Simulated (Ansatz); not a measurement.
# EuYO2: the cost of one run

Computed with Ansatz 0.2.0 (DFT LDA+U (U_eff = 5 eV on Eu 4f) with spin–orbit coupling, plane waves, PAW, unless a step's input says otherwise).

1 further run of the same task is left out (it didn't finish). Runs told in other sessions of the task aren't counted.

### Step 1. The structure to begin with

The structure is trigonal, space group R-3m (No. 166). Conventional cell: a = 3.471 Å, b = 3.471 Å, c = 17.530 Å, α = 90.00°, β = 90.00°, γ = 120.00°. Eu (site symmetry -3m) is surrounded by 6 O at 2.63 Å. O (site symmetry 3m) is surrounded by 3 Y at 2.35 Å and 3 Eu at 2.63 Å. Around Y (site symmetry -3m) lie 6 O at 2.35 Å.

As a file:

```xyz
4
Lattice="1.7357 1.0021 5.8432 -1.7357 1.0021 5.8432 0.0000 -2.0042 5.8432" Properties=species:S:1:pos:R:3 pbc="T T T"
Eu    0.0000    0.0000    0.0000
O     0.0000    0.0000    4.1447
O     0.0000    0.0000   13.3849
Y     0.0000    0.0000    8.7648
```

Origin of the cell: volume kept, shape and atoms relaxed. At LDA+U (U_eff = 5 eV on Eu 4f), without spin–orbit coupling, an earlier run found -7.89 GPa for this cell of 15.244 Å³/atom (10×10×10 mesh), no gap, spin moments in the atoms' spheres Eu 6.79 μB. The cell is stretched at this level.

### Step 2. Spin-orbit coupling, moments along [0, 0, 1]

Contents of input.yaml:

```yaml
crystal:
  lattice:
    - [1.7356617322, 1.0020847683, 5.8431931148]
    - [-1.7356617322, 1.0020847683, 5.8431931148]
    - [0.0, -2.0041695366, 5.8431931148]
  atoms:
    - { symbol: Eu, position: [0.0, 0.0, 0.0], spin: 7.47, spin_axis: [0.0, 0.0, 1.0] }
    - { symbol: O, position: [0.2364406886, 0.2364406886, 0.2364406886] }
    - { symbol: O, position: [0.7635593114, 0.7635593114, 0.7635593114] }
    - { symbol: "Y", position: [0.5, 0.5, 0.5] }
basis:
  ecutwfc: 420
  ecutrho_ratio: 4
kpoints:
  mp_grid: { grid: [10, 10, 10] }
hamiltonian:
  xc: lda
  hubbard: { sites: [{ species: Eu, l: f, u_eff: 5.0 }] }
scf:
  occupations: { method: gaussian, width: 0.05 }
  lower_state_search: "off"
  convergence: { dr2_threshold: 1.0e-09 }
output:
  forces: true
  stress: true
  eigenvalues: true
  populations: true
  hubbard: { sites: [{ species: Eu, l: f }] }
magnetization:
  noncollinear: true
  spin_orbit: true
checkpoint:
  read: start.run
  write: ck
  compress: false
  write_wavefunctions: false
  write_every: 100000
```

start.run holds the state of a LDA+U run on this cell.

Run with:

```
$ ansatz run input.yaml --threads 4 --pin off --max-ram 9216MiB --backend cpu --events-out ev --progress --plain --runs-dir out
```

**Question.** How long does this run take on 4 threads of Intel Xeon 6975P-C (Granite Rapids), shared host, and how much memory does it need?

About 39 s, with a peak of 1.7 GiB.
